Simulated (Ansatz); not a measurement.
**CH3F3Sn: taking an electron away**

One table from this session's results is given with a row withheld; the runs are named, their logs left out.

The runs use Ansatz 0.2.0, Gaussian basis; unrestricted cation, the program's frozen cores in correlated methods.

The runs, in order: UKS PBE-D4/def2-TZVPP; UKS r2SCAN-D4/def2-TZVPP; UKS PBE0-D4/def2-TZVPP; UKS B3LYP-D4/def2-TZVPP; UKS wB97X-V/def2-TZVPP; UKS wB97M-V/def2-TZVPP; UKS B2PLYP/def2-TZVPP; UHF-CCSD(T)/def2-TZVPP; UHF-MP2/def2-QZVPP; extrapolation to the limit; then −ε(HOMO) from the neutral's earlier runs with LDA (SPW92), PBE-D4, revPBE-D4, BLYP-D4, r2SCAN-D4, B97M-V, PBE0-D4, B3LYP-D4, r2SCANh-D4, r2SCAN0-D4, HSE06-D4, BHLYP-D4, CAM-B3LYP-D4, LC-ωPBE, ωB97X-V, ωB97M-V.

## The relaxed structure

The geometry comes from an earlier relaxation with PBE0-D4 in a triple-zeta def2 set; it is a stationary point, not always the lowest conformer. Sn takes the def2 core potential; no spin-orbit term is included.

SMILES `F[C](F)(F)[SnH3]`, 8 atoms, charge 0, spin multiplicity 1.

Atoms are counted from 1 here; the program's logs count them from 0.

Bond lengths: F1–C2 1.345 Å, C2–F3 1.345 Å, C2–F4 1.345 Å, C2–Sn5 2.205 Å, Sn5–H6 1.699 Å, Sn5–H7 1.699 Å, Sn5–H8 1.699 Å. Angles: F1–C2–F3 106.7°, F1–C2–F4 106.7°, F1–C2–Sn5 112.1°, F3–C2–F4 106.7°, F3–C2–Sn5 112.1°, F4–C2–Sn5 112.1°, C2–Sn5–H6 107.0°, C2–Sn5–H7 107.0°, C2–Sn5–H8 107.0°, H6–Sn5–H7 111.9°, H6–Sn5–H8 111.9°, H7–Sn5–H8 111.9°.

Set-up of the first run:

The input, in.yaml:

```yaml
crystal:
  periodic: [false, false, false]
  atoms:
    - {symbol: F, position_ang: [0.798966, -1.026055, 1.564398]}
    - {symbol: C, position_ang: [0.805526, -0.719998, 0.254938]}
    - {symbol: F, position_ang: [0.684396, -1.879965, -0.414536]}
    - {symbol: F, position_ang: [2.029565, -0.237839, -0.023988]}
    - {symbol: Sn, position_ang: [-0.787861, 0.710299, -0.270523]}
    - {symbol: H, position_ang: [-0.512642, 2.116334, 0.643121]}
    - {symbol: H, position_ang: [-0.659276, 1.004935, -1.939095]}
    - {symbol: H, position_ang: [-2.266574, -0.024910, 0.129886]}
basis:
  gaussian: {orbitals: def2-TZVPP}
total_charge: 1
magnetization: {spin_polarized: true, initial_magnetization: 1}
hamiltonian: {xc: pbe, dispersion: d4}
```

On the command line:

```
ansatz run in.yaml --threads 2 --pin off --events-out ev --progress --plain --max-ram 22528MiB --backend cpu
```

Among the steps run: Cation, UKS PBE-D4/def2-TZVPP; Cation, UKS r2SCAN-D4/def2-TZVPP; Cation, UKS PBE0-D4/def2-TZVPP; Cation, UKS B3LYP-D4/def2-TZVPP; Cation, UKS wB97X-V/def2-TZVPP; Cation, UKS wB97M-V/def2-TZVPP; Cation, UKS B2PLYP (frozen core)/def2-TZVPP; Cation, UHF-CCSD(T)/def2-TZVPP; Cation, UHF-MP2/def2-QZVPP.

One of the session's tables, all rows but one given; the rest of the session is left out.

It belongs to the step «Ionisation energies side by side». Orbital estimates, from the neutral's runs:

```
  functional  −ε(HOMO) (eV)
 LDA (SPW92)           7.63
      PBE-D4           7.43
   revPBE-D4           7.35
     BLYP-D4              ?
   r2SCAN-D4           7.74
      B97M-V           7.85
     PBE0-D4           8.85
    B3LYP-D4           8.66
  r2SCANh-D4           8.27
  r2SCAN0-D4           9.07
    HSE06-D4           8.45
    BHLYP-D4          10.26
CAM-B3LYP-D4          10.28
     LC-ωPBE          11.52
     ωB97X-V          11.19
     ωB97M-V          11.08
```

Q: Estimate the row for BLYP-D4 from the others.

Worked estimate for «−ε(HOMO) (eV)». Against the share of exact exchange, B3LYP-D4 (0.2, 8.66), BHLYP-D4 (0.5, 10.26) give a slope of 5.33 per unit share; at 0 the line stands at 7.59.

**Answer.** −ε(HOMO) (eV): 7.36. In «−ε(HOMO) (eV)» the line misses by +0.23.
